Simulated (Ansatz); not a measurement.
# La (Im-3m): equation of state with a fit, by script

The task is an equation of state with a fit, for La (Im-3m).

Program: Ansatz 0.2.0 through its Python package. Level of theory: DFT r2SCAN, plane waves, PAW. These are calculated values, not measurements.

## (1) The structure

Symmetry: Im-3m, No. 229, cubic system. Conventional cell: a = 4.248 Å, b = 4.248 Å, c = 4.248 Å, α = 90.00°, β = 90.00°, γ = 90.00°. La (site symmetry m-3m) is surrounded by 8 La at 3.68 Å.

The script holds or builds the structure itself.

## (2) The code

la_eos.py reads:

```python
'''Energy against volume for La, with a fit.'''

import warnings

import ansatz
import numpy as np
from scipy.optimize import curve_fit

VECTORS = np.array([
    [-2.12383107, 2.12383107, 2.12383107],
    [2.12383107, -2.12383107, 2.12383107],
    [2.12383107, 2.12383107, -2.12383107],
])
SITES = [
    ('La', [0.0, 0.0, 0.0]),
]


def build(cell):
    crystal = ansatz.Crystal(lattice=ansatz.Lattice.of(cell))
    for symbol, position in SITES:
        crystal = crystal.atom(symbol, position)
    return crystal

def vinet(v, e0, v0, b0, b1):
    eta = (v / v0) ** (1 / 3)
    return e0 + 2 * b0 * v0 / (b1 - 1) ** 2 * (2 - (5 + 3 * b1 * (eta - 1) - 3 * eta) * np.exp(-1.5 * (b1 - 1) * (eta - 1)))

warnings.simplefilter('ignore', ansatz.DeckWarning)

# scale the volume, keep shape and fractions
volumes, energies, pressures = [], [], []
for scale in np.linspace(0.95, 1.07, 5):
    cell = VECTORS * scale ** (1 / 3)
    setup = (
        build(cell).calculation()
        .basis(21 * ansatz.Ha)
        .functional(ansatz.Functional.R2SCAN)
        .occupations('fermi_dirac')
        .kpoints(8, 8, 8)
        .stress()
    )
    data = setup.run().report
    volumes.append(abs(np.linalg.det(cell)) / len(SITES))
    energies.append(data['free_energy_ev'] / len(SITES))
    pressures.append(np.trace(data['stress_gpa']) / 3)
    print(f'V = {volumes[-1]:8.4f} A^3/atom  F = {energies[-1]:.5f} eV/atom  P = {pressures[-1]:8.3f} GPa')

guess = (min(energies), volumes[int(np.argmin(energies))], 0.5, 4.5)
(e0, v0, b0, b1), _ = curve_fit(vinet, np.array(volumes), np.array(energies), p0=guess, maxfev=20000)
print(f'Vinet fit: V0 = {v0:.4f} A^3/atom, B0 = {160.21766 * b0:.1f} GPa, B1 = {b1:.2f}')
print('largest residual', round(1000 * float(np.abs(vinet(np.array(volumes), e0, v0, b0, b1) - energies).max()), 3), 'meV/atom')
```

## (3) What the engine is handed

The engine receives this input (first run):

```yaml
crystal:
  lattice:
    - [-2.087826977745649, 2.087826977745649, 2.087826977745649]
    - [2.087826977745649, -2.087826977745649, 2.087826977745649]
    - [2.087826977745649, 2.087826977745649, -2.087826977745649]
  atoms:
    - { symbol: La, position: [0.0, 0.0, 0.0] }
basis:
  ecutwfc: 571.4391111657479
kpoints:
  mp_grid:
    grid: [8, 8, 8]
hamiltonian:
  xc: r2scan
scf:
  occupations:
    method: fermi_dirac
output:
  stress: true
```

## (4) Running it

Started as:

```
$ python la_eos.py
```

**Question.** Estimate the equilibrium volume and the bulk modulus.

The runs gave:

| quantity | value |
| --- | --- |
| runs compared | 5 |
| range of energy | 14.75 meV/atom |
| lowest point, volume (Å³/atom) | 38.703 |
| equilibrium volume (fit) | 38.15 Å³/atom |
| bulk modulus (fit) | 26 GPa |

In words: A third-order Birch-Murnaghan fit through the 5 points (the script's own form differs a little) has its minimum at 38.15 Å³ an atom, 0.4 % below the typed cell, with a bulk modulus of 26 GPa and dB/dP = 3.0. From that minimum the energy rises by 6.8 meV an atom on the compressed side and 15.4 meV on the expanded side. What to keep in mind:
- For a metal this k-point mesh is coarse: on a finer one energies can move by several to tens of meV an atom and pressures by half a GPa or more, differences at one mesh by less.
- Pressure is positive in compression.
- This isn't the structure that La takes at ambient conditions. Whether this is the phase that is stable at ambient conditions was not tested.
